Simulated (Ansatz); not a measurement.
# LiH: the cost of one run

Computed with Ansatz 0.2.0 (DFT LDA, all-electron LAPW, scalar-relativistic unless said, unless a step's input says otherwise).

1 further run of the same task is left out (set aside as unsound or not needed).

## 1. The starting structure

It takes space group Fm-3m (No. 225, cubic). Conventional cell: a = 3.909 Å, b = 3.909 Å, c = 3.909 Å, α = 90.00°, β = 90.00°, γ = 90.00°. Li (site symmetry m-3m) is surrounded by 6 H at 1.95 Å. Around H (site symmetry m-3m) lie 6 Li at 1.95 Å.

Structure file:

```cif
data_structure
_symmetry_space_group_name_H-M 'P 1'
_symmetry_Int_Tables_number 1
_cell_length_a 2.7640
_cell_length_b 2.7640
_cell_length_c 2.7640
_cell_angle_alpha 60.000
_cell_angle_beta 60.000
_cell_angle_gamma 60.000
_cell_volume 14.93
loop_
_atom_site_label
_atom_site_type_symbol
_atom_site_fract_x
_atom_site_fract_y
_atom_site_fract_z
_atom_site_occupancy
Li1 Li 0.00000 0.00000 0.00000 1
H1 H 0.50000 0.50000 0.50000 1
```

Cartesian axes are those of the input's lattice vectors. The structure goes back to a database entry.

## 2. Reference run, LAPW

The input, input.yaml:

```yaml
crystal:
  lattice:
    - [0.0, 1.95445072269, 1.95445072269]
    - [1.95445072269, 0.0, 1.95445072269]
    - [1.95445072269, 1.95445072269, 0.0]
  atoms:
    - { symbol: Li, position: [0.0, 0.0, 0.0] }
    - { symbol: H, position: [0.5, 0.5, 0.5] }
kpoints:
  mp_grid: { grid: [10, 10, 10] }
scf:
  occupations: { method: fixed }
hamiltonian:
  xc: lda
  pseudopotentials: { kind: all_electron, lapw: { basis_error: 0.001 } }
phonons:
  qmesh: [2, 2, 2]
  qpath:
    path:
      - [0.0, 0.0, 0.0]
      - [0.5, 0.0, 0.5]
      - [0.625, 0.25, 0.625]
      - [0.375, 0.375, 0.75]
      - [0.0, 0.0, 0.0]
      - [0.5, 0.5, 0.5]
      - [0.5, 0.25, 0.75]
      - [0.5, 0.0, 0.5]
    npoints: 6
  temperatures: { t_min: 0, t_max: 1000, t_step: 100 }
```

On the command line:

```sh
$ ansatz run input.yaml --threads 2 --pin off --max-ram 5120MiB --backend cpu --events-out ev --progress --plain --runs-dir out
```

**Question.** How long does this run take on 2 threads of Arm Neoverse V1, shared host, and how much memory does it need?

About 19 s, with a peak of 0.29 GiB.
